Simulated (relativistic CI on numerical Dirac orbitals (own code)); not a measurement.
**Ge²⁰⁺: one ion under different settings**

Aim: see what numerical and physical settings do to the SCF, the total energy and the lowest levels of Ge²⁰⁺.

Method: Dirac-Coulomb-Breit CI, KLI orbitals optimised for each configuration, model QED (radiative potential, 1s self-energy scaled to tabulated hydrogen-like ionisation energies), numerical settings as typed. Code: relativistic CI on numerical Dirac orbitals (own code) version 3.

**1. What is computed**

- ion: Ge²⁰⁺ (Ge XXI)
- nuclear charge: 32
- electrons: 12
- isotope: A = 74

**2. An attempt**

Input settings:

```ini
atom Ge  Z=32  charge=20  electrons=12
nucleus A=74  rms_radius_fm=4.0742
hamiltonian dirac-coulomb  breit=on  qed=on  c_scale=1
orbitals kli  potential=per-configuration
slater_scale 1
correlation none
mixing on
grid step=0.0125 r_max=0.16
scf mixing=0.4 start=green max_iterations=83 tolerance=2e-08 node_fill=0.05
configurations
  [Ne] 3s2
  [Ne] 3s 3p
  [Ne] 3p2
end
```

The run is started by

```
python run_levels.py task.json out
```

The settings of every run stand in task.json; they run in order.

From the run's result record (rounded, not every field):

```text
status: not_converged
warnings: ["SCF of 1s2 2s2 2p6 3s2 stopped: an orbital could not be found"]
scf_steps of the first configuration [iteration, E_Ha, residual, outer_eigenvalue_Ha]:
  - [0, "-", "-", "3s not found"]
```

It took 0.003 s on 1 thread, shared host.

Cause: the run ended without a result. During the SCF the search lost an orbital: no solution with the right number of nodes was found in that cycle's potential. The input had end of the grid 0.16. The cure is to restore the usual settings.

**3. A try**

Input settings:

```ini
atom Ge  Z=32  charge=21  electrons=11
nucleus A=74  rms_radius_fm=4.0742
hamiltonian dirac-coulomb  breit=on  qed=on  c_scale=1
orbitals kli  potential=per-configuration
slater_scale 1
correlation none
mixing on
grid step=0.0125 r_max=5.3
scf mixing=0.4 start=green max_iterations=94 tolerance=2e-08 node_fill=0.05
configurations
  [Ne] 3s2
  [Ne] 3s 3p
  [Ne] 3p2
end
```

Result record:

```text
status: refused
warnings: ["configuration [Ne] 3s2 has 12 electrons, the ion has 11"]
```

It took 0.00063 s on 1 thread, shared host.

What went wrong: the program refused the input. The electrons of a configuration don't add up to Z less the charge. The input had charge 21. The cure is to make charge and configurations agree.

**4. With the usual settings**

Input settings:

```ini
atom Ge  Z=32  charge=20  electrons=12
nucleus A=74  rms_radius_fm=4.0742
hamiltonian dirac-coulomb  breit=on  qed=on  c_scale=1
orbitals kli  potential=per-configuration
slater_scale 1
correlation none
mixing on
grid step=0.0125 r_max=5.3
scf mixing=0.4 start=green max_iterations=150 tolerance=2e-08 node_fill=0.05
configurations
  [Ne] 3s2
  [Ne] 3s 3p
  [Ne] 3p2
end
```

Result record:

```text
status: converged
levels [i, E_cm, J2, conf, term, w_term, w_jj]:
  - [0, 0, 0, "3s2", "1S", 0.9773, 0.9773]
  - [1, 327042.29, 0, "3s 3p", "3P*", 1, 1]
  - [2, 342139.35, 2, "3s 3p", "3P*", 0.9802, 0.7915]
  - [3, 384054.91, 4, "3s 3p", "3P*", 1, 1]
  - [4, 535760.22, 2, "3s 3p", "1P*", 0.9802, 0.7915]
  - [5, 784132.63, 0, "3p2", "3P", 0.929, 0.8801]
  - [6, 817802.32, 2, "3p2", "3P", 1, 1]
  - [7, 839365.59, 4, "3p2", "3P", 0.7304, 0.8415]
  - [8, 900195.54, 4, "3p2", "1D", 0.7304, 0.8415]
  - [9, 991333.54, 0, "3p2", "1S", 0.9089, 0.8689]
total_energy [Ha]: -1865.5771932
n_levels_all: 10
overlap: 1.5112e-12
scf_iterations: [8, 9, 9]
orbital_energies [Ha]: {"1s": -434.245, "2s": -80.832, "2p1/2": -75.5586, "2p3/2": -74.3505, "3s": -30.5988}
configurations [conf, odd, states, E_av_Ha, breit_Ha, qed_Ha]:
  - ["3s2", 0, 1, -1867.002254, 0.8809, 0.6443]
  - ["3s 3p", 1, 12, -1865.243906, 0.8829, 0.6371]
  - ["3p2", 0, 15, -1863.172411, 0.8851, 0.63]
scf_steps of the first configuration [iteration, E_Ha, residual, outer_eigenvalue_Ha]:
  - [1, -1851.811277, 3.17, -40.18]
  - [2, -1861.991845, 1.82, -35.83]
  - [3, -1866.993964, 0.0653, -30.71]
  - [4, -1866.998535, 0.0375, -30.69]
  - [5, -1867.002279, 0.000748, -30.6]
  - [6, -1867.002255, 2.49e-05, -30.6]
  - [7, -1867.002254, 3.86e-06, -30.6]
  - [8, -1867.002254, 2e-08, -30.6]
```

It took 0.068 s on 1 thread, shared host.

**5. Node fill 0.5**

The settings differ from step 4 so:

```diff
@@ -8,3 +8,3 @@
 grid step=0.0125 r_max=5.3
-scf mixing=0.4 start=green max_iterations=150 tolerance=2e-08 node_fill=0.05
+scf mixing=0.4 start=green max_iterations=150 tolerance=2e-08 node_fill=0.5
 configurations
```

Result record:

```text
status: converged
levels [i, E_cm, J2, conf, term, w_term]:
  - [0, 0, 0, "3s2", "1S", 0.9775]
  - [1, 327157.13, 0, "3s 3p", "3P*", 1]
  - [2, 342269.42, 2, "3s 3p", "3P*", 0.98]
  - [3, 384282.63, 4, "3s 3p", "3P*", 1]
  - [4, 535412.86, 2, "3s 3p", "1P*", 0.98]
  - [5, 784201.02, 0, "3p2", "3P", 0.9284]
  - [6, 817991.27, 2, "3p2", "3P", 1]
  - [7, 839521.46, 4, "3p2", "3P", 0.7287]
  - "... 2 more rows left out ..."
total_energy [Ha]: -1865.5767632
n_levels_all: 10
overlap: 1.62521e-12
scf_iterations: [9, 9, 9]
orbital_energies [Ha]: {"1s": -432.788, "2s": -80.2574, "2p1/2": -74.914, "2p3/2": -73.7167, "3s": -30.4546}
configurations [conf, odd, states, E_av_Ha, breit_Ha, qed_Ha]:
  - ["3s2", 0, 1, -1866.997968, 0.8772, 0.6435]
  - ["3s 3p", 1, 12, -1865.238906, 0.8792, 0.6365]
  - ["3p2", 0, 15, -1863.167301, 0.8815, 0.6295]
scf_steps of the first configuration [iteration, E_Ha, residual, outer_eigenvalue_Ha]:
  - [1, -1851.811277, 3.24, -40.18]
  - [2, -1862.155583, 1.86, -35.77]
  - [3, -1866.971625, 0.069, -30.58]
  - [4, -1867.002195, 0.0402, -30.55]
  - [5, -1866.997945, 0.000398, -30.45]
  - [6, -1866.997965, 3.23e-05, -30.45]
  - [7, -1866.997969, 6.15e-06, -30.45]
  - [8, -1866.997968, 5.75e-08, -30.45]
  - [9, -1866.997968, 1.21e-08, -30.45]
```

It took 0.067 s on 1 thread, shared host.

**6. Start potential previous, speed-of-light factor 0.8**

Input settings:

```ini
atom Ge  Z=32  charge=20  electrons=12
nucleus A=74  rms_radius_fm=4.0742
hamiltonian dirac-coulomb  breit=on  qed=on  c_scale=0.8
orbitals kli  potential=per-configuration
slater_scale 1
correlation none
mixing on
grid step=0.0125 r_max=5.3
scf mixing=0.4 start=previous max_iterations=150 tolerance=2e-08 node_fill=0.05
configurations
  [Ne] 3s2
  [Ne] 3s 3p
  [Ne] 3p2
end
```

Result record:

```text
status: converged
levels [i, E_cm, J2, conf, term, w_term]:
  - [0, 0, 0, "3s2", "1S", 0.9793]
  - [1, 333433.2, 0, "3s 3p", "3P*", 1]
  - [2, 354655.09, 2, "3s 3p", "3P*", 0.9589]
  - [3, 424067.97, 4, "3s 3p", "3P*", 1]
  - [4, 570669.56, 2, "3s 3p", "1P*", 0.9589]
  - [5, 804908.85, 0, "3p2", "3P", 0.8811]
  - [6, 866053.67, 2, "3p2", "3P", 1]
  - [7, 891111.89, 4, "3p2", "3P", 0.5965]
  - "... 2 more rows left out ..."
total_energy [Ha]: -1877.7953072
n_levels_all: 10
overlap: 1.47662e-12
scf_iterations: [9, 7, 7]
orbital_energies [Ha]: {"1s": -437.611, "2s": -81.6321, "2p1/2": -76.2486, "2p3/2": -74.327, "3s": -30.8176}
configurations [conf, odd, states, E_av_Ha, breit_Ha, qed_Ha]:
  - ["3s2", 0, 1, -1879.808552, 1.389, 0.7204]
  - ["3s 3p", 1, 12, -1877.913578, 1.392, 0.7122]
  - ["3p2", 0, 15, -1875.703591, 1.395, 0.704]
scf_steps of the first configuration [iteration, E_Ha, residual, outer_eigenvalue_Ha]:
  - [1, -1862.193656, 2.2, -28.43]
  - [2, -1875.014316, 1.12, -29.58]
  - [3, -1879.801257, 0.0362, -30.84]
  - [4, -1879.807452, 0.0197, -30.85]
  - [5, -1879.808566, 0.000474, -30.82]
  - [6, -1879.808557, 9.83e-05, -30.82]
  - [7, -1879.808552, 3.39e-06, -30.82]
  - [8, -1879.808552, 3.67e-08, -30.82]
  - [9, -1879.808552, 3.6e-09, -30.82]
```

Run time: 0.062 s. Hardware: 1 thread, shared host.

With a scaled speed of light this is not the real ion; the QED potentials keep the true α and change only through the orbitals.

**7. End of the grid 7.95, tolerance 0.0001, grid step 0.04**

Input settings:

```ini
atom Ge  Z=32  charge=20  electrons=12
nucleus A=74  rms_radius_fm=4.0742
hamiltonian dirac-coulomb  breit=on  qed=on  c_scale=1
orbitals kli  potential=per-configuration
slater_scale 1
correlation none
mixing on
grid step=0.04 r_max=7.95
scf mixing=0.4 start=green max_iterations=150 tolerance=0.0001 node_fill=0.05
configurations
  [Ne] 3s2
  [Ne] 3s 3p
  [Ne] 3p2
end
```

Result record:

```text
status: converged
levels [i, E_cm, J2, conf, term, w_term]:
  - [0, 0, 0, "3s2", "1S", 0.9773]
  - [1, 327043.13, 0, "3s 3p", "3P*", 1]
  - [2, 342140.18, 2, "3s 3p", "3P*", 0.9802]
  - [3, 384055.64, 4, "3s 3p", "3P*", 1]
  - [4, 535761.3, 2, "3s 3p", "1P*", 0.9802]
  - [5, 784132.01, 0, "3p2", "3P", 0.929]
  - [6, 817801.73, 2, "3p2", "3P", 1]
  - [7, 839364.97, 4, "3p2", "3P", 0.7304]
  - "... 2 more rows left out ..."
total_energy [Ha]: -1865.5769723
n_levels_all: 10
overlap: 4.8592e-09
scf_iterations: [6, 6, 6]
orbital_energies [Ha]: {"1s": -434.245, "2s": -80.8318, "2p1/2": -75.5584, "2p3/2": -74.3503, "3s": -30.5989}
configurations [conf, odd, states, E_av_Ha, breit_Ha, qed_Ha]:
  - ["3s2", 0, 1, -1867.002036, 0.8809, 0.6443]
  - ["3s 3p", 1, 12, -1865.243688, 0.8829, 0.6371]
  - ["3p2", 0, 15, -1863.172194, 0.8851, 0.63]
scf_steps of the first configuration [iteration, E_Ha, residual, outer_eigenvalue_Ha]:
  - [1, -1851.811057, 3.17, -40.18]
  - [2, -1861.991626, 1.82, -35.83]
  - [3, -1866.993747, 0.0653, -30.71]
  - [4, -1866.998317, 0.0375, -30.69]
  - [5, -1867.002061, 0.000748, -30.6]
  - [6, -1867.002036, 2.49e-05, -30.6]
```

Wall time 0.034 s (1 thread, shared host).

**8. Nuclear radius 3.6668**

Input settings:

```ini
atom Ge  Z=32  charge=20  electrons=12
nucleus A=74  rms_radius_fm=3.6668
hamiltonian dirac-coulomb  breit=on  qed=on  c_scale=1
orbitals kli  potential=per-configuration
slater_scale 1
correlation none
mixing on
grid step=0.0125 r_max=5.3
scf mixing=0.4 start=green max_iterations=150 tolerance=2e-08 node_fill=0.05
configurations
  [Ne] 3s2
  [Ne] 3s 3p
  [Ne] 3p2
end
```

Result record:

```text
status: converged
levels [i, E_cm, J2, conf, term, w_term]:
  - [0, 0, 0, "3s2", "1S", 0.9773]
  - [1, 327047.46, 0, "3s 3p", "3P*", 1]
  - [2, 342144.54, 2, "3s 3p", "3P*", 0.9802]
  - [3, 384060.12, 4, "3s 3p", "3P*", 1]
  - [4, 535765.55, 2, "3s 3p", "1P*", 0.9802]
  - [5, 784143.29, 0, "3p2", "3P", 0.929]
  - [6, 817813.04, 2, "3p2", "3P", 1]
  - [7, 839376.31, 4, "3p2", "3P", 0.7304]
  - "... 2 more rows left out ..."
total_energy [Ha]: -1865.5795163
n_levels_all: 10
overlap: 1.51249e-12
scf_iterations: [8, 9, 9]
orbital_energies [Ha]: {"1s": -434.246, "2s": -80.8321, "2p1/2": -75.5586, "2p3/2": -74.3505, "3s": -30.5988}
configurations [conf, odd, states, E_av_Ha, breit_Ha, qed_Ha]:
  - ["3s2", 0, 1, -1867.004594, 0.8809, 0.6443]
  - ["3s 3p", 1, 12, -1865.246221, 0.8829, 0.6371]
  - ["3p2", 0, 15, -1863.174701, 0.8851, 0.63]
scf_steps of the first configuration [iteration, E_Ha, residual, outer_eigenvalue_Ha]:
  - [1, -1851.8136, 3.17, -40.18]
  - [2, -1861.99418, 1.82, -35.83]
  - [3, -1866.996304, 0.0653, -30.71]
  - [4, -1867.000876, 0.0375, -30.69]
  - [5, -1867.004619, 0.000748, -30.6]
  - [6, -1867.004595, 2.49e-05, -30.6]
  - [7, -1867.004594, 3.86e-06, -30.6]
  - [8, -1867.004594, 2e-08, -30.6]
```

It took 0.066 s on 1 thread, shared host.

The changed nuclear radius is not that of the isotope named.

**9. The runs side by side**

| setting | total energy less usual (Ha) | largest shift of a level among the lowest eight of both runs, same label and place (cm⁻¹) | SCF iterations | time | lowest level | kind of change |
| --- | --- | --- | --- | --- | --- | --- |
| usual | 0 | 0 | 26 | 0.068 s | 3s2 1S0 | - |
| node fill 0.5 | 0.00043 | 347 | 27 | 0.067 s | 3s2 1S0 | numerical |
| start potential previous, speed-of-light factor 0.8 | -12.2 | 51700 | 23 | 0.062 s | 3s2 1S0 | unphysical constant |
| end of the grid 7.95, tolerance 0.0001, grid step 0.04 | 0.000221 | 1.08 | 18 | 0.034 s | 3s2 1S0 | numerical |
| nuclear radius 3.6668 | -0.00232 | 10.7 | 26 | 0.066 s | 3s2 1S0 | unphysical constant |

**10. Outcome**

| quantity | value |
| --- | --- |
| lowest level, usual settings | 3s2 1S0 |
| total energy | -1865.5772 Ha |
| first excitation | 327042 cm⁻¹ |
| runs without a result | 2 |

In words: Among the runs whose levels can be followed, they move most under «start potential previous, speed-of-light factor 0.8» (unphysical constant), by up to 51700 cm⁻¹. Only the listed configurations are in the model.
